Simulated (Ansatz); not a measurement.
# NiO (Fm-3m): equation of state

An exercise on one series of results from a longer session: the logs are not shown, and one member is left open.

Program: Ansatz 0.2.0. Level of theory: DFT PBE, scalar-relativistic, plane waves, PAW. These are calculated values, not measurements.

Spin polarisation is switched off on purpose; where the compound carries moments, volume, stiffness and gap are then not the real material's.

### The structure to begin with

The structure is cubic, space group Fm-3m (No. 225). The conventional cell has a = 4.159 Å, b = 4.159 Å, c = 4.159 Å, α = 90.00°, β = 90.00°, γ = 90.00°. Ni (site symmetry m-3m) is surrounded by 6 O at 2.08 Å. O (site symmetry m-3m) has 6 Ni at 2.08 Å as nearest neighbours.

Structure file:

```cif
data_structure
_symmetry_space_group_name_H-M 'P 1'
_symmetry_Int_Tables_number 1
_cell_length_a 2.9410
_cell_length_b 2.9410
_cell_length_c 2.9410
_cell_angle_alpha 60.000
_cell_angle_beta 60.000
_cell_angle_gamma 60.000
_cell_volume 17.99
loop_
_atom_site_label
_atom_site_type_symbol
_atom_site_fract_x
_atom_site_fract_y
_atom_site_fract_z
_atom_site_occupancy
Ni1 Ni 0.00000 0.00000 0.00000 1
O1 O 0.50000 0.50000 0.50000 1
```

This cell comes from an earlier session at PBE: 8.994 Å³/atom at 0.00 GPa, on a 14×14×14 mesh.

Volume factors to run: 0.980, 1.020, 0.960, 1.040.

The first run:

Input file input.yaml:

```yaml
crystal:
  lattice:
    - [0.0, 2.0656724582, 2.0656724582]
    - [2.0656724582, 0.0, 2.0656724582]
    - [2.0656724582, 2.0656724582, 0.0]
  atoms:
    - { symbol: Ni, position: [0.0, 0.0, 0.0] }
    - { symbol: O, position: [0.5, 0.5, 0.5] }
basis:
  ecutwfc: 420
  ecutrho_ratio: 4
kpoints:
  mp_grid: { grid: [14, 14, 14] }
hamiltonian:
  xc: pbe
scf:
  occupations: { method: gaussian, width: 0.05 }
output:
  forces: true
  stress: true
  eigenvalues: true
```

The run is started by

```sh
> ansatz run input.yaml --threads 1 --pin off --max-ram 2560MiB --backend cpu --events-out ev --progress --plain --runs-dir out
```

Among the steps run: At 0.980 of the relaxed volume; At 1.020 of the relaxed volume; At 0.960 of the relaxed volume; Scaling the volume by 1.040.

One table of the session follows, with a row left open; its other results are not shown here.

It belongs to the step «The fit». 

```
volume (Å³/atom)  energy (meV/atom)  pressure (GPa)
           8.634               9.95            9.21
           8.814                  ?               ?
           8.994               0.00            0.00
           9.174               2.24           -3.89
           9.354               8.58           -7.37
```

Estimate the missing values for volume (Å³/atom) = 8.814.

Worked estimate for «energy (meV/atom)». A straight line through the neighbours (8.634, 9.95) and (8.994, 0.00) gives 9.95 + (0.00 − 9.95) × (8.814 − 8.634) / (8.994 − 8.634) = 4.97; a parabola fitted to 3 rows on both sides gives 2.57.

**Answer.** energy (meV/atom): 2.39; pressure (GPa): 4.35. In «energy (meV/atom)» the line misses by +2.58 and the parabola by +0.18.
